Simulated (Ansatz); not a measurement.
# CH5ClOSi2: a ladder of functionals and wavefunction methods

The task here is to estimate one member of a computed series from the others.

Method: functionals in def2-TZVPP, the program's frozen cores in correlated methods; program: Ansatz 0.2.0, Gaussian basis.

Plan: PBE-D4, r2SCAN-D4, PBE0-D4, B3LYP-D4, ωB97X-V, ωB97M-V, B2PLYP; CCSD(T)/def2-TZVPP; MP2/def2-QZVPP; extrapolation to the limit.

### Structure used throughout

All runs share one geometry, relaxed beforehand with PBE0-D4 in a triple-zeta def2 set.

SMILES `O=C[SiH]([SiH3])Cl`, 10 atoms, charge 0, spin multiplicity 1.

Atoms are counted from 1 here; the program's logs count them from 0.

Bond lengths: O1–C2 1.204 Å, C2–Si3 1.927 Å, C2–H6 1.115 Å, Si3–Si4 2.340 Å, Si3–Cl5 2.064 Å, Si3–H7 1.485 Å, Si4–H8 1.486 Å, Si4–H9 1.485 Å, Si4–H10 1.485 Å. Angles: O1–C2–Si3 119.7°, O1–C2–H6 120.5°, Si3–C2–H6 119.8°, C2–Si3–Si4 109.9°, C2–Si3–Cl5 108.1°, C2–Si3–H7 107.2°, Si4–Si3–Cl5 110.1°, Si4–Si3–H7 112.9°, Cl5–Si3–H7 108.4°, Si3–Si4–H8 109.2°, Si3–Si4–H9 109.4°, Si3–Si4–H10 108.7°, H8–Si4–H9 110.0°, H8–Si4–H10 109.6°, H9–Si4–H10 110.0°.

Geometry (Å):

```
O    -1.2477    1.1002    1.8804
C    -0.1287    1.2242    1.4542
Si    0.2550    0.7456   -0.3728
Si   -0.2277   -1.5170   -0.7234
Cl    2.2566    1.1060   -0.7223
H     0.6883    1.6050    2.1109
H    -0.5433    1.6480   -1.2401
H     0.1233   -1.8802   -2.1205
H    -1.6742   -1.7546   -0.4855
H     0.5814   -2.3284    0.2219
```

Set-up of the first run:

in.yaml reads:

```yaml
crystal:
  periodic: [false, false, false]
  atoms:
    - {symbol: O, position_ang: [-1.247674, 1.100243, 1.880368]}
    - {symbol: C, position_ang: [-0.128726, 1.224198, 1.454231]}
    - {symbol: Si, position_ang: [0.254978, 0.745550, -0.372762]}
    - {symbol: Si, position_ang: [-0.227739, -1.517028, -0.723388]}
    - {symbol: Cl, position_ang: [2.256595, 1.106047, -0.722282]}
    - {symbol: H, position_ang: [0.688259, 1.605027, 2.110910]}
    - {symbol: H, position_ang: [-0.543285, 1.648016, -1.240098]}
    - {symbol: H, position_ang: [0.123287, -1.880183, -2.120464]}
    - {symbol: H, position_ang: [-1.674243, -1.754639, -0.485488]}
    - {symbol: H, position_ang: [0.581449, -2.328430, 0.221873]}
basis:
  gaussian: {orbitals: def2-TZVPP}
hamiltonian: {xc: pbe, dispersion: d4}
output: {forces: true, orbitals: {seedname: orbitals}}
```

Launch:

```
$ ansatz run in.yaml --threads 4 --pin off --events-out ev --progress --plain --max-ram 10444MiB
```

Among the steps run: PBE-D4 (GGA); r2SCAN-D4 (meta-GGA); PBE0-D4 (hybrid); B3LYP-D4 (hybrid); ωB97X-V (range-separated); ωB97M-V (range-separated); B2PLYP (double hybrid); CCSD(T) in def2-TZVPP; MP2 in def2-QZVPP.

One table of the session follows, with a row left open; its other results are not shown here.

It belongs to the step «Atomisation energies». 

| method | atomisation energy (eV) |
| --- | --- |
| PBE-D4 | ? |
| r2SCAN-D4 | 35.113 |
| PBE0-D4 | 34.842 |
| B3LYP-D4 | 34.877 |
| ωB97X-V | 35.252 |
| ωB97M-V | 35.063 |
| B2PLYP | 34.452 |
| HF/def2-TZVPP | 25.287 |
| MP2/def2-TZVPP | 34.461 |
| CCSD/def2-TZVPP | 33.374 |
| CCSD(T)/def2-TZVPP | 33.956 |
| MP2/CBS | 35.513 |
| CCSD(T)/CBS | 35.007 |

Estimate the missing values for PBE-D4.

As computed: atomisation energy (eV): 35.495. In the column «atomisation energy (eV)» it lies between ωB97X-V (35.252) and MP2/CBS (35.513).
